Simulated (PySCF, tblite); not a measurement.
# C3H12F2N2Si2: geometry, infrared bands and NMR shifts

What infrared bands and NMR shifts should C3H12F2N2Si2 (`CN(C)[Si@H](F)N[SiH2]CF`) show?

The runs use tblite 0.8.0 and PySCF 2.14.0, with density-fitted response routines of our own; the level of theory stands in each step. All values are computed, except where a source is named. Atoms count from 0, in the outputs and in this text.

## 1. Starting geometry

21 atoms, charge 0, multiplicity 1; geometry from: force field or distance geometry start.

Bonds of the start (Å): C0–N1 1.45, N1–C2 1.45, N1–Si3 1.78, Si3–F4 1.68, Si3–N5 1.78, N5–Si6 1.79, Si6–C7 1.86, C7–F8 1.39, C0–H9 1.11, C0–H10 1.11, C0–H11 1.12, C2–H12 1.13, C2–H13 1.09, C2–H14 1.12, Si3–H15 1.46, N5–H16 1.04, Si6–H17 1.47, Si6–H18 1.46, C7–H19 1.12, C7–H20 1.11.

## 2. Geometry optimisation with GFN2-xTB

Job settings and geometry (Å):

```
{"job": {"kind": "relax", "xc": "GFN2-xTB", "basis": "xTB"}, "charge": 0, "multiplicity": 1}
C     -2.941800    -0.989000     0.336000
N     -1.931100    -0.050200     0.798400
C     -2.397000     1.256400     0.388600
Si    -0.466200    -0.404400    -0.152900
F     -0.663900    -1.945200    -0.794000
N      1.031000    -0.353100     0.800300
Si     2.383800    -0.305900    -0.374700
C      3.945500     0.425600     0.331700
F      4.494600    -0.445100     1.268000
H     -2.479400    -1.836500    -0.209400
H     -3.551100    -1.340800     1.195700
H     -3.587300    -0.469800    -0.424200
H     -3.456300     1.366500     0.772900
H     -1.759100     2.062000     0.763000
H     -2.416900     1.221600    -0.731100
H     -0.309700     0.542700    -1.250100
H      1.069300     0.437000     1.478100
H      1.904700     0.507300    -1.505900
H      2.703200    -1.630500    -0.912600
H      4.690100     0.594900    -0.483600
H      3.728700     1.373300     0.860300
```

Started as:

```
$ OMP_NUM_THREADS=1 python probes_run.py task.json out
```

This one command runs all jobs of the session in turn.

**Question.** This job is followed by: GFN2-xTB harmonic vibrations, gas phase; GIAO PBE0/pcSseg-1 NMR shielding, non-relativistic, gas phase. What will the session give for the following? strongest single infrared mode (GFN2-xTB); zero-point energy (GFN2-xTB); ¹³C shifts against TMS (PBE0/pcSseg-1, means over atoms taken as alike); ¹H shifts against TMS (PBE0/pcSseg-1, means over atoms taken as alike); ¹⁵N shifts against NH3 (PBE0/pcSseg-1); ²⁹Si shifts against TMS (PBE0/pcSseg-1); ¹⁹F shifts against CFCl3 (PBE0/pcSseg-1).

**Answer**, as computed:

```
                                                               quantity                                         value
                              strongest single infrared mode (GFN2-xTB)                         1192 cm⁻¹, 458 km/mol
                                           zero-point energy (GFN2-xTB)                                 96.8 kcal/mol
¹³C shifts against TMS (PBE0/pcSseg-1, means over atoms taken as alike)                                79.4, 38.4 ppm
 ¹H shifts against TMS (PBE0/pcSseg-1, means over atoms taken as alike)  5.08, 5.00, 4.92, 4.87, 4.67, 2.65, 1.16 ppm
                                 ¹⁵N shifts against NH3 (PBE0/pcSseg-1)                                31.6, 29.2 ppm
                                ²⁹Si shifts against TMS (PBE0/pcSseg-1)                              -33.1, -42.7 ppm
                               ¹⁹F shifts against CFCl3 (PBE0/pcSseg-1)                            -154.6, -311.0 ppm
```

In words: The optimisation took 174 steps and gained 1.640 eV; among the close pairs (by a distance rule), N1–Si3 changed most, from 1.782 to 1.709 Å. No mode is imaginary among the 57: a minimum at this level. The strongest single mode, at 1192 cm⁻¹, moves mainly H16 and N5. Unscaled tight-binding wavenumbers are off by several per cent, some by more. Its intensities can rank the bands wrongly. C7 (sp3 CH2 bonded to F and Si) lies farthest downfield among carbon, at 79.4 ppm; pulled downfield by the heteroatom. At PBE0/pcSseg-1: The widest tensor belongs to C7: span 114 ppm, with a paramagnetic part of -139 ppm.
